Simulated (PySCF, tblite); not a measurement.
# C₈H₇O radical: geometry, infrared bands and EPR parameters

What infrared bands and EPR parameters should C₈H₇O radical (`[CH2]C(=O)C1=CC=CC1=C`) show?

Computed with tblite 0.8.0 and PySCF 2.14.0, with density-fitted response routines of our own, on a single molecule in the gas phase. Atoms count from 0, in the outputs and in this text.

### 1 Starting geometry

16 atoms, charge 0, multiplicity 2; geometry from: force field or distance geometry start.

Bonds of the start (Å): C0–C1 1.48, C1–O2 1.22, C1–C3 1.48, C3–C4 1.36, C4–C5 1.46, C5–C6 1.34, C6–C7 1.46, C7–C8 1.33, C7–C3 1.45, C0–H9 1.08, C0–H10 1.07, C4–H11 1.08, C5–H12 1.08, C6–H13 1.07, C8–H14 1.09, C8–H15 1.09.

### 2 Optimising the geometry with GFN2-xTB

The job: settings as JSON, then the geometry in Å.

```
{"job": {"kind": "relax", "xc": "GFN2-xTB", "basis": "xTB"}, "charge": 0, "multiplicity": 2}
C      2.715500    -0.717800     0.180000
C      1.654000     0.316200     0.264800
O      2.002100     1.466900     0.498900
C      0.247100    -0.105100     0.083900
C     -0.244000    -1.369700     0.127700
C     -1.684800    -1.343500    -0.083400
C     -2.085500    -0.070300    -0.232400
C     -0.897500     0.767200    -0.123900
C     -0.926600     2.091600    -0.234900
H      2.492000    -1.734300    -0.096000
H      3.722400    -0.392800     0.348100
H      0.297000    -2.288000     0.285900
H     -2.312700    -2.219200    -0.090000
H     -3.090500     0.270700    -0.393700
H     -0.033800     2.704000    -0.156000
H     -1.862200     2.632900    -0.390300
```

Started as:

```
$ OMP_NUM_THREADS=1 python probes_run.py task.json out
```

The driver reads the jobs from task.json and runs them one after another.

**Question.** This job is followed by: GFN2-xTB harmonic vibrations, gas phase; UKS B3LYP, pcH-1 on C H O, non-relativistic, mean-field spin-orbit, GIAO. What will the session give for the following? strongest single infrared mode (GFN2-xTB); zero-point energy (GFN2-xTB); g(iso) (B3LYP); ⟨S²⟩; largest a(iso) (averaged by class); potential on the surface of density 0.002 e/bohr³, 1st and 99th percentile.

**Answer**, as computed:

| quantity | value |
| --- | --- |
| strongest single infrared mode (GFN2-xTB) | 1523 cm⁻¹, 155 km/mol |
| zero-point energy (GFN2-xTB) | 73.9 kcal/mol |
| g(iso) (B3LYP) | 2.00449 |
| ⟨S²⟩ | 0.762 (exact 0.75) |
| largest a(iso) (averaged by class) | 13C on C0, 69.0 MHz |
| potential on the surface of density 0.002 e/bohr³, 1st and 99th percentile | -1.79 V and 1.34 V |

What this shows: The optimisation took 40 steps and gained 0.143 eV; among the close pairs (by a distance rule), C0–C1 changed most, from 1.484 to 1.417 Å. All 42 modes are real, so the xTB geometry is a minimum. The strongest single mode, at 1523 cm⁻¹, moves mainly C1 and O2. GFN2-xTB is a fitted tight-binding method: band positions and strengths are rough. Its intensities can rank the bands wrongly. C0 carries the largest spin population, 0.89 e. The isotropic g lies 2.2 ppt above the free-electron value. These values are for one conformer; the search (at its own cheap level) found 2 more, at 0.01, 2.37 kcal/mol (those within 0.05 may be mirror or relabelled copies), and measured spectra average over such forms.
